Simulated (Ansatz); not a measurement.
# VW: the cost of one run

Program: Ansatz 0.2.0. Level of theory: DFT, PBEsol, all-electron LAPW, scalar-relativistic. These are calculated values, not measurements.

## 1. The starting structure

It takes space group Cmmm (No. 65, orthorhombic). Conventional cell: a = 3.090 Å, b = 4.439 Å, c = 4.271 Å, α = 90.00°, β = 90.00°, γ = 90.00°. V (site symmetry mmm) has 4 W at 2.64 Å and 4 V at 2.70 Å as nearest neighbours. Around W (site symmetry mmm) lie 4 V at 2.64 Å and 4 W at 2.70 Å.

Coordinates:

```
CELL_PARAMETERS angstrom
1.54505 -2.21942 0.00000
1.54505 2.21942 0.00000
0.00000 0.00000 4.27140
ATOMIC_POSITIONS crystal
V 0.00000 0.00000 0.00000
W 0.50000 0.50000 0.50000
```

Atoms are numbered in the order of the input: V1, W2.

## 2. Free moments, LAPW

Contents of input.yaml:

```yaml
crystal:
  lattice:
    - [1.54504533, -2.2194217362, 0.0]
    - [1.54504533, 2.2194217362, 0.0]
    - [0.0, 0.0, 4.2714039101]
  atoms:
    - { symbol: V, position: [0.0, 0.0, 0.0], spin: 2.0 }
    - { symbol: W, position: [0.5, 0.5, 0.5], spin: 1.0 }
magnetization:
  spin_polarized: true
kpoints:
  mp_grid: { grid: [11, 11, 7] }
scf:
  occupations: { method: fermi_dirac, width: 0.03 }
  lower_state_search: "off"
hamiltonian:
  xc: pbesol
  pseudopotentials: { kind: all_electron, lapw: { basis_error: 0.001 } }
output:
  forces: true
  stress: true
  eigenvalues: false
  populations: true
  dos: { projected: true, de: 0.1, e_range: [-8, 5] }
```

Started as:

```sh
ansatz run input.yaml --threads 1 --pin off --max-ram 3072MiB --backend cpu --events-out ev --progress --plain --runs-dir out
```

**Question.** How long does this run take on 1 thread of Intel Xeon at 2.80GHz (Skylake/Cascade Lake), shared host, and how much memory does it need?

About 2.5 min, with a peak of 0.96 GiB.
